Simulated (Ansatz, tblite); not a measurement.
# The cluster Ca₂H₂O₃: one state, many levels

The task here is to estimate one member of a computed series from the others.

Method: as each input shows; program: Ansatz 0.2.0, Gaussian basis.

Levels to be run: GFN1-xTB, GFN2-xTB, PBE-D4/def2-TZVP, r2SCAN-D4/def2-TZVP, ωB97M-V/def2-TZVP, B97M-V/def2-TZVP, r2SCAN0-D4/def2-TZVP, HF/def2-TZVP, HSE06-D4/def2-TZVP, PBE-QIDH/def2-TZVP, LDA/def2-TZVP, PBE-D4/def2-SVP, PBE0-D4/def2-SVP, HF/STO-3G, HF/6-31G, B3LYP-D4/6-31G, PBE0-D4/def2-TZVPD, PBE-D4/def2-TZVPD, r2SCAN-D4/def2-TZVPD, CCSD(T)/def2-TZVPP, MP2/def2-TZVP, RPA/def2-TZVP.

1 further run of the same task is left out (set aside as unsound or not needed). Runs told in other sessions of the task aren't counted.

### The relaxed structure

The singlet was relaxed beforehand with B3LYP-D4/def2-SVP. At that level it is the lowest of the isomers that a small search found.

7 atoms, charge 0, spin multiplicity 1.

Bond lengths: Ca1–O3 2.032 Å, Ca1–O4 2.051 Å, Ca2–O4 2.051 Å, Ca2–O5 2.032 Å, O3–H6 0.961 Å, O5–H7 0.961 Å. Angles: O3–Ca1–O4 149.1°, O4–Ca2–O5 149.8°, Ca1–O3–H6 172.0°, Ca1–O4–Ca2 178.5°, Ca2–O5–H7 172.3°.

PBE0-D4/def2-TZVP was run before; its log isn't repeated, and its numbers join the tables.

The first run:

Tight binding, by tblite at 300 K electronic temperature and without a spin-polarisation term:

```python
tblite.interface.Calculator('GFN1-xTB', numbers, positions, charge=0, uhf=0).singlepoint()
```

Tight binding, by tblite at 300 K electronic temperature and without a spin-polarisation term:

```python
tblite.interface.Calculator('GFN2-xTB', numbers, positions, charge=0, uhf=0).singlepoint()
```

start.molden holds the orbitals of an earlier run on this state, given as this run's starting guess.

Input file in.yaml:

```yaml
crystal:
  periodic: [false, false, false]
  atoms:
    - {symbol: Ca, position_ang: [0.439894, -1.994243, 0.281295]}
    - {symbol: Ca, position_ang: [-0.598344, 1.914402, -0.400953]}
    - {symbol: O, position_ang: [1.690266, -3.551413, -0.096607]}
    - {symbol: O, position_ang: [-0.102325, -0.048211, -0.070389]}
    - {symbol: O, position_ang: [-1.622033, 3.583026, 0.144809]}
    - {symbol: H, position_ang: [2.343768, -4.204914, -0.359400]}
    - {symbol: H, position_ang: [-2.151236, 4.301352, 0.501255]}
basis:
  gaussian: {orbitals: def2-TZVP, initial_orbitals: start.molden}
hamiltonian: {xc: pbe, dispersion: d4}
scf: {omitted_lower_state_checks: [starts]}
output: {forces: true, orbitals: {seedname: orbitals}}
```

Launch:

```bash
> ansatz run in.yaml --threads 4 --pin off --events-out ev --progress --plain --max-ram 3916MiB
```

Steps of the session up to this table: PBE-D4/def2-TZVP; r2SCAN-D4/def2-TZVP; ωB97M-V/def2-TZVP; B97M-V/def2-TZVP; r2SCAN0-D4/def2-TZVP; HF/def2-TZVP; HSE06-D4/def2-TZVP; PBE-QIDH/def2-TZVP; LDA/def2-TZVP; PBE-D4/def2-SVP; PBE0-D4/def2-SVP; HF/STO-3G; HF/6-31G; B3LYP-D4/6-31G; PBE0-D4/def2-TZVPD; PBE-D4/def2-TZVPD; r2SCAN-D4/def2-TZVPD; CCSD(T)/def2-TZVPP; MP2/def2-TZVP; RPA/def2-TZVP.

One of the session's tables, all rows but one given; the rest of the session is left out.

It belongs to the step «Levels side by side». 

```
               level  HOMO (eV)  gap (eV)
           HF/STO-3G      -5.29      9.15
            HF/6-31G      -8.75      9.34
        HF/def2-TZVP          ?         ?
       LDA/def2-TZVP      -5.05      3.20
     PBE-D4/def2-SVP      -4.59      2.89
    PBE-D4/def2-TZVP      -4.80      3.01
   PBE-D4/def2-TZVPD      -4.87      3.04
 r2SCAN-D4/def2-TZVP      -4.97      3.77
r2SCAN-D4/def2-TZVPD      -5.03      3.81
    B97M-V/def2-TZVP      -4.98      3.29
      B3LYP-D4/6-31G      -5.28      3.95
    PBE0-D4/def2-SVP      -5.92      4.82
   PBE0-D4/def2-TZVP      -6.08      4.92
  PBE0-D4/def2-TZVPD      -6.14      4.95
r2SCAN0-D4/def2-TZVP      -6.24      5.44
  HSE06-D4/def2-TZVP      -5.68      4.19
   ωB97M-V/def2-TZVP      -8.49      8.16
```

Estimate the missing values for HF/def2-TZVP.

**Answer.** HOMO (eV): -9.34; gap (eV): 9.79. In the column «HOMO (eV)» it is the lowest.
